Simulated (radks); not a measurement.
**Ionisation of C: one atom, several choices of exchange strength α**

The task here is to estimate one member of a computed series from the others.

Method: Dirac Kohn-Sham, spin-unpolarised, spherical densities, point nucleus; open shells fill j = l - 1/2 first. Code: radks (a radial shooting solver on a logarithmic mesh, Libxc functionals) version 1.

## The atom as given

- element: carbon (Z = 6)
- charge: 0
- electrons: 6
- configuration: [He] 2s2 2p2
- ion: C⁺, [He] 2s2 2p1
- choices: α = 0.633; α = 0.667; α = 0.768; α = 0.866; α = 0.87; α = 0.943; α = 0.957; α = 1.008

Set-up of the first run:

The run's settings:

```text
Z 6
configuration [He] 2s2 2p2
relativity Dirac
functional xalpha 0.633
spin unpolarised
j_filling energy
nucleus point
c 137.035999084
```

Steps of the session up to this table: α = 0.633: C.

One table of the session follows, with a row left open; its other results are not shown here.

It belongs to the step «α = 0.633: C». Radial moments (bohr):

| level | <r> | outermost maximum (interpolated) | 90 % within |
| --- | --- | --- | --- |
| 1s1/2 | 0.2736 | 0.176 | 0.492 |
| 2s1/2 | 1.602 | 1.22 | 2.58 |
| 2p1/2 | ? | ? | ? |
| 2p3/2 | 1.870 | 1.20 | 3.30 |

**Question.** Estimate the row for 2p1/2.

The run gave: <r>: 1.869; outermost maximum (interpolated): 1.20; 90 % within: 3.29. In the column «<r>» it lies between 2s1/2 (1.602) and 2p3/2 (1.870).

Caveats from the session: Spin polarisation and multiplet splitting are left out, so open shells lie too high by an amount that depends on their filling.
